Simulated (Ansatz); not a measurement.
# PbSe: a single-point run

The task is a single-point run on PbSe. The structure is shown as the input types it.

Program: Ansatz 0.2.0. Level of theory: density functional or hybrid calculation with the settings of its input, plane waves (as first typed). These are calculated values, not measurements.

3 further runs of the same task are left out: 3 that didn't finish.

### Step 1. The structure to begin with

Symmetry: Fm-3m, No. 225, cubic system. Conventional cell: a = 6.177 Å, b = 6.177 Å, c = 6.177 Å, α = 90.00°, β = 90.00°, γ = 90.00°. Pb (site symmetry m-3m) is surrounded by 6 Se at 3.09 Å. Se (site symmetry m-3m) has 6 Pb at 3.09 Å as nearest neighbours.

Coordinates:

```
CELL_PARAMETERS angstrom
0.00000 3.08870 3.08870
3.08870 0.00000 3.08870
3.08870 3.08870 0.00000
ATOMIC_POSITIONS crystal
Pb 0.00000 0.00000 0.00000
Se 0.50000 0.50000 0.50000
```

### Step 2. The calculation

input.yaml

```yaml
crystal:
  lattice:
    - [0.0, 3.0887022205, 3.0887022205]
    - [3.0887022205, 0.0, 3.0887022205]
    - [3.0887022205, 3.0887022205, 0.0]
  atoms:
    - { symbol: Pb, position: [0.0, 0.0, 0.0] }
    - { symbol: Se, position: [0.5, 0.5, 0.5] }
kpoints:
  mp_grid: { grid: [6, 6, 6] }
hamiltonian:
  xc: pbe
scf:
  occupations: { method: fixed }
  n_extra_bands: 4
  max_iter: 90
output:
  forces: true
  stress: true
  eigenvalues: true
basis:
  ecutwfc: 40
```

Run with:

```console
$ ansatz run input.yaml --threads 4 --pin off --max-ram 3686MiB --backend cpu --events-out ev --progress --plain --runs-dir out
```

What happens when this is run?

The run converged and reported no error, with warnings (band overlap at count, cutoff below recommended, metallic iterate). It gives a pressure of -2697 GPa, which is large.

The suspect setting: basis.ecutwfc is 40. The cutoff lies far under what these potentials need. The potentials' recommended cutoff is 420 eV.

The test: delete basis.ecutwfc (the default then holds).
